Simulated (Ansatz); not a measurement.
Crystal: LaFeGe.

```xyz
3
Lattice="4.2318 0.0000 0.0000 -2.1159 3.6649 0.0000 0.0000 0.0000 4.2858" Properties=species:S:1:pos:R:3 pbc="T T T"
La    0.0000    0.0000    0.0000
Ge    2.1159    1.2216    2.1429
Fe    0.0000    2.4432    2.1429
```

The cell comes from a database or a generator and needn't be the stable form of this composition.

Base run:

- Program: Ansatz 0.2.0
- Functional: PBE
- Potentials or basis: Ansatz PAW
- Cutoff: 420 eV (not typed: the program's choice for these potentials)
- k mesh: 7 × 7 × 6
- Occupations: fermi-dirac, width 0.05 eV
- Spin: collinear spin, random start
- Starting moments: [0.0, 0.0, 0.22] μB

Its results: band gap on the k mesh none (metal or under the smearing width); pressure -0.3 GPa.

Question: The run is repeated on the same cell with these changes: spin from collinear spin, random start to no spin polarisation. What comes out?

Answer: Band gap on the k mesh none (metal or under the smearing width); pressure -3.9 GPa.
